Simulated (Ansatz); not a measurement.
# C₃H₇AlO: one species, many methods

How much do the methods differ for C₃H₇AlO? The plan is to run it at one geometry with functionals of several rungs and with coupled cluster, and see how far each lands from CCSD(T) at the basis-set limit for the atomisation energy.

The runs use Ansatz 0.2.0, Gaussian basis; functionals in def2-TZVPP, the program's frozen cores in correlated methods.

Levels to be run: PBE-D4, r2SCAN-D4, PBE0-D4, B3LYP-D4, ωB97X-V, ωB97M-V, B2PLYP; CCSD(T)/def2-TZVPP; MP2/def2-QZVPP; extrapolation to the limit.

### Step 1. The relaxed structure

An earlier PBE0-D4 in a triple-zeta def2 set relaxation fixed the geometry.

12 atoms, charge 0, spin multiplicity 1.

Atoms are counted from 1 here; the program's logs count them from 0.

Bond lengths: C1–C2 1.482 Å, C1–H6 1.095 Å, C1–H7 1.099 Å, C1–H8 1.093 Å, C2–C4 1.529 Å, C2–Al5 1.888 Å, O3–Al5 1.928 Å, O3–H9 0.964 Å, C4–Al5 1.929 Å, C4–H10 1.095 Å, C4–H11 1.091 Å, Al5–H12 1.574 Å. Angles: C2–C1–H6 112.9°, C2–C1–H7 111.8°, C2–C1–H8 108.2°, H6–C1–H7 108.9°, H6–C1–H8 107.1°, H7–C1–H8 107.8°, C1–C2–C4 122.9°, C1–C2–Al5 169.3°, C4–C2–Al5 67.8°, Al5–O3–H9 114.8°, C2–C4–Al5 65.0°, C2–C4–H10 117.3°, C2–C4–H11 109.9°, Al5–C4–H10 128.9°, Al5–C4–H11 114.6°, H10–C4–H11 111.5°, C2–Al5–O3 50.0°, C2–Al5–C4 47.2° and more.

### Step 2. PBE-D4 (GGA)

in.yaml reads:

```yaml
crystal:
  periodic: [false, false, false]
  atoms:
    - {symbol: C, position_ang: [-1.332082, -0.767022, 0.290423]}
    - {symbol: C, position_ang: [-0.194446, 0.131299, -0.017605]}
    - {symbol: O, position_ang: [0.901103, 0.035802, 1.162569]}
    - {symbol: C, position_ang: [0.760683, -0.108200, -1.187813]}
    - {symbol: Al, position_ang: [1.151887, 1.451383, -0.121856]}
    - {symbol: H, position_ang: [-1.871164, -0.475783, 1.197353]}
    - {symbol: H, position_ang: [-1.010310, -1.813035, 0.387798]}
    - {symbol: H, position_ang: [-2.043257, -0.712227, -0.537494]}
    - {symbol: H, position_ang: [0.448135, 0.298909, 1.971489]}
    - {symbol: H, position_ang: [1.286075, -1.068689, -1.219125]}
    - {symbol: H, position_ang: [0.252492, 0.101179, -2.130317]}
    - {symbol: H, position_ang: [1.727781, 2.871281, 0.238379]}
basis:
  gaussian: {orbitals: def2-TZVPP}
hamiltonian: {xc: pbe, dispersion: d4}
output: {forces: true, orbitals: {seedname: orbitals}}
```

Started as:

```
> ansatz run in.yaml --threads 4 --pin off --events-out ev --progress --plain --max-ram 10444MiB
```

Further steps of the session: r2SCAN-D4 (meta-GGA); PBE0-D4 (hybrid); B3LYP-D4 (hybrid); ωB97X-V (range-separated); ωB97M-V (range-separated); B2PLYP (double hybrid); CCSD(T) in def2-TZVPP; MP2 in def2-QZVPP.

Q: Predict the results of all the runs planned. Wanted: atomisation energy, CCSD(T)/CBS; farthest; mean size of error, hybrid; mean size of error, range-separated; gap, smallest and largest; T1 diagnostic; triples share of the correlation energy.

As calculated:

| quantity | value |
| --- | --- |
| atomisation energy, CCSD(T)/CBS | 1048.2 kcal/mol |
| functionals within 5.2 kcal/mol (0.5 %) | PBE0-D4, B3LYP-D4, ωB97X-V, ωB97M-V |
| farthest | PBE-D4 (+22.9 kcal/mol) |
| mean size of error, hybrid | 3.4 kcal/mol |
| mean size of error, range-separated | 2.2 kcal/mol |
| gap, smallest and largest | 3.60 eV (PBE-D4), 9.66 eV (ωB97X-V) |
| T1 diagnostic | 0.0133 |
| triples share of the correlation energy | 4.1 % |

In words: PBE-D4 is off by +22.9 kcal/mol. Double hybrids carry the basis error of their MP2 part in triple zeta, and no dispersion term here, so their miss is partly the set-up's. Misses under about 5.2 kcal/mol are within the doubt on the reference itself, which lacks core-valence correlation, relativity and higher excitations. Hartree-Fock recovers 72 % of the binding; the rest is correlation. The gap grows from 3.6 to 9.7 eV across the functionals, mostly with the share of exact exchange.
